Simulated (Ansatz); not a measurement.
# CH₈InNSi: how energies converge with the basis set

Aim: see how fast density functionals converge with the basis set for CH₈InNSi.

The runs use Ansatz 0.2.0, Gaussian basis; one geometry, several basis sets.

The runs, in order: PBE0-D4/def2-SVP; ωB97M-V/def2-SVP; PBE0-D4/def2-QZVPP; ωB97M-V/def2-QZVPP; the functionals' def2-TZVPP values are taken from earlier runs.

## 1. The relaxed structure

An earlier PBE0-D4 in a triple-zeta def2 set relaxation fixed the geometry. In takes the def2 core potential; no spin-orbit term is included.

SMILES `C[N]([SiH3])[InH2]`, 12 atoms, charge 0, spin multiplicity 1.

Atoms are counted from 1 here; the program's logs count them from 0.

Bond lengths: C1–N2 1.457 Å, C1–H5 1.098 Å, C1–H6 1.094 Å, C1–H7 1.098 Å, N2–Si3 1.718 Å, N2–In4 2.039 Å, Si3–H8 1.487 Å, Si3–H9 1.494 Å, Si3–H10 1.494 Å, In4–H11 1.715 Å, In4–H12 1.707 Å. Angles: N2–C1–H5 111.9°, N2–C1–H6 111.5°, N2–C1–H7 111.9°, H5–C1–H6 107.1°, H5–C1–H7 107.2°, H6–C1–H7 107.1°, C1–N2–Si3 116.6°, C1–N2–In4 120.2°, Si3–N2–In4 123.3°, N2–Si3–H8 108.2°, N2–Si3–H9 112.0°, N2–Si3–H10 112.0°, H8–Si3–H9 109.1°, H8–Si3–H10 109.1°, H9–Si3–H10 106.3°, N2–In4–H11 111.2°, N2–In4–H12 116.5°, H11–In4–H12 132.3°.

## 2. PBE0-D4 in def2-SVP

in.yaml reads:

```yaml
crystal:
  periodic: [false, false, false]
  atoms:
    - {symbol: C, position_ang: [-0.229467, 1.356802, -0.589463]}
    - {symbol: N, position_ang: [-0.051495, 0.004253, -0.079025]}
    - {symbol: Si, position_ang: [0.876322, -0.158650, 1.357760]}
    - {symbol: In, position_ang: [-0.883038, -1.578727, -1.058734]}
    - {symbol: H, position_ang: [0.730563, 1.833763, -0.827805]}
    - {symbol: H, position_ang: [-0.827567, 1.363960, -1.505347]}
    - {symbol: H, position_ang: [-0.741880, 2.003548, 0.135172]}
    - {symbol: H, position_ang: [0.939232, -1.602243, 1.709351]}
    - {symbol: H, position_ang: [0.278368, 0.597522, 2.499625]}
    - {symbol: H, position_ang: [2.265713, 0.365198, 1.189364]}
    - {symbol: H, position_ang: [-1.739383, -1.064019, -2.452621]}
    - {symbol: H, position_ang: [-0.617368, -3.121397, -0.378276]}
basis:
  gaussian: {orbitals: def2-SVP}
hamiltonian: {xc: pbe0, dispersion: d4}
output: {orbitals: {seedname: orbitals}}
```

On the command line:

```console
$ ansatz run in.yaml --threads 4 --pin off --events-out ev --progress --plain --max-ram 10444MiB
```

Further steps of the session: ωB97M-V in def2-SVP; PBE0-D4 in def2-QZVPP; ωB97M-V in def2-QZVPP.

**Question.** What will the summary of the whole plan be? Wanted: PBE0-D4: double and triple zeta above quadruple; ωB97M-V: double and triple zeta above quadruple.

As calculated:

```
                                       quantity          value
PBE0-D4: double and triple zeta above quadruple  6.54, 0.49 eV
ωB97M-V: double and triple zeta above quadruple  6.72, 0.46 eV
```

What this shows: PBE0-D4 gains 6.05 eV from double to triple zeta, then 0.49 eV more. These are total energies; as a rule much of such shifts cancels in differences, which this series doesn't test.
